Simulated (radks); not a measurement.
**Pd⁺ in [Ar] 3d10 4s1.75 4p6 4d9 5p0.25: an all-electron calculation**

Aim: the levels, the sizes of the orbitals and the parts of the energy of the palladium ion Pd+.

The numbers are computed with radks (a radial shooting solver on a logarithmic mesh, Libxc functionals) version 1 (Dirac Kohn-Sham, PBEsol, spin-unpolarised, spherical densities, point nucleus; open shells fill j = l - 1/2 first), except any that are marked as measured or tabulated.

### 1 The atom as given

- element: palladium (Z = 46)
- charge: +1
- electrons: 45
- configuration: [Ar] 3d10 4s1.75 4p6 4d9 5p0.25

### 2 The calculation

Input:

```text
Z 46
configuration [Ar] 3d10 4s1.75 4p6 4d9 5p0.25 5s0 4f0
relativity Dirac
functional pbe_sol,pbe_sol
spin unpolarised
j_filling energy
nucleus point
c 137.035999084
```

On the command line:

```
python run_ks.py task.json out
```

This one command runs every case of the session in turn.

Q: Predict the outcome of this run.

The runs gave:

| quantity | value |
| --- | --- |
| total energy | -5043.31734 hartree |
| exchange-correlation share of it | 2.80 % |
| −T/E | 1.0444 |
| highest occupied level | 5p1/2, -6.800 eV |
| most extended occupied level | 5p1/2, <r> = 3.65 bohr |
| radius at density 0.001 e/bohr³ | 3.79 bohr |
| maxima of the radial density | 4 |

**Reading.** The radial density shows 4 maxima for 5 occupied principal shells; where shells overlap, one shows as a shoulder or not at all. −T/E is 1.044: with relativity the kinetic term as defined here no longer equals −E. This is not the tabulated ground configuration, so its levels and sizes aren't those of the ground state, and no measured value stands beside it.
